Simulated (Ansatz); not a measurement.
# Zn2CdSe3: the cost of one run

Program: Ansatz 0.2.0. Level of theory: DFT PBE, scalar-relativistic, plane waves, PAW. These are calculated values, not measurements.

1 further run of the same task is left out (set aside as unsound or not needed). Runs told in other sessions of the task aren't counted.

### Step 1. The system as given

Symmetry: P3m1, No. 156, trigonal system. The conventional cell has a = 4.148 Å, b = 4.148 Å, c = 20.582 Å, α = 90.00°, β = 90.00°, γ = 120.00°. Zn (site symmetry 3m) has 4 Se at 2.48 to 2.52 Å in its first shell of neighbours. Zn (site symmetry 3m) has 4 Se at 2.49 to 2.52 Å in its first shell of neighbours. Cd (site symmetry 3m) is surrounded by 4 Se at 2.63 to 2.67 Å. Around Cd (site symmetry 3m) lie 4 Se at 2.62 to 2.66 Å. Se (site symmetry 3m) is surrounded by 1 Zn at 2.48 Å and 3 Cd at 2.62 Å. Around Se (site symmetry 3m) lie 3 Zn at 2.52 Å and 1 Cd at 2.67 Å. Only part of the 12 independent sites is listed.

Coordinates:

```
CELL_PARAMETERS angstrom
4.14776 0.00000 0.00000
-2.07388 3.59207 0.00000
0.00000 0.00000 20.58210
ATOMIC_POSITIONS crystal
Zn 0.00000 0.00000 0.15539
Zn 0.00000 0.00000 0.83718
Zn 0.66667 0.33333 0.67792
Zn 0.66667 0.33333 0.99648
Cd 0.00000 0.00000 0.50981
Cd 0.66667 0.33333 0.32805
Se 0.00000 0.00000 0.27584
Se 0.00000 0.00000 0.63955
Se 0.00000 0.00000 0.95809
Se 0.66667 0.33333 0.11738
Se 0.66667 0.33333 0.45719
Se 0.66667 0.33333 0.79885
```

It is the end of an earlier relaxation with the same method, from a generated guess; it is a trial structure. At a tolerance of 0.02 Å it has space group P3m1 (No. 156); it has 25.55 Å³/atom, an uncorrected energy of -0.66 eV/atom over the elements.

### Step 2. Static run: bands, density of states and charges

File input.yaml:

```yaml
crystal:
  lattice:
    - [4.1477626407, 0.0, 0.0]
    - [-2.0738813204, 3.5920678157, 0.0]
    - [0.0, 0.0, 20.5821047637]
  atoms:
    - { symbol: Zn, position: [0.0, 0.0, 0.1553878136] }
    - { symbol: Zn, position: [0.0, 0.0, 0.8371782461] }
    - { symbol: Zn, position: [0.6666666667, 0.3333333333, 0.6779200308] }
    - { symbol: Zn, position: [0.6666666667, 0.3333333333, 0.9964768455] }
    - { symbol: Cd, position: [0.0, 0.0, 0.5098128595] }
    - { symbol: Cd, position: [0.6666666667, 0.3333333333, 0.3280476317] }
    - { symbol: Se, position: [0.0, 0.0, 0.2758422353] }
    - { symbol: Se, position: [0.0, 0.0, 0.6395485861] }
    - { symbol: Se, position: [0.0, 0.0, 0.9580879141] }
    - { symbol: Se, position: [0.6666666667, 0.3333333333, 0.117381641] }
    - { symbol: Se, position: [0.6666666667, 0.3333333333, 0.4571899369] }
    - { symbol: Se, position: [0.6666666667, 0.3333333333, 0.7988482596] }
basis:
  ecutwfc: 420
kpoints:
  mp_grid: { grid: [6, 6, 2] }
  band_path:
    path:
      - [[0.0, 0.0, 0.0], [0.5, 0.0, 0.0], [0.33333333, 0.33333333, 0.0], [0.0, 0.0, 0.0], [0.0, 0.0, 0.5], [0.5, 0.0, 0.5], [0.33333333, 0.33333333, 0.5], [0.0, 0.0, 0.5]]
      - [[0.5, 0.0, 0.5], [0.5, 0.0, 0.0]]
      - [[0.33333333, 0.33333333, 0.5], [0.33333333, 0.33333333, 0.0]]
    npoints: 10
hamiltonian:
  xc: pbe
scf:
  occupations: { method: gaussian, width: 0.02 }
  n_extra_bands: 30
output:
  forces: true
  stress: true
  eigenvalues: true
  populations: true
  dos: { projected: true, de: 0.02, nscf_kmesh: { grid: [9, 9, 3] } }
  bader: false
```

On the command line:

```sh
$ ansatz run input.yaml --threads 4 --pin off --max-ram 8192MiB --backend cpu --events-out ev --progress --plain --runs-dir out
```

What time and memory should one allow on 4 threads of Arm Neoverse V2, shared host?

About 2.2 min, with a peak of 2.4 GiB.
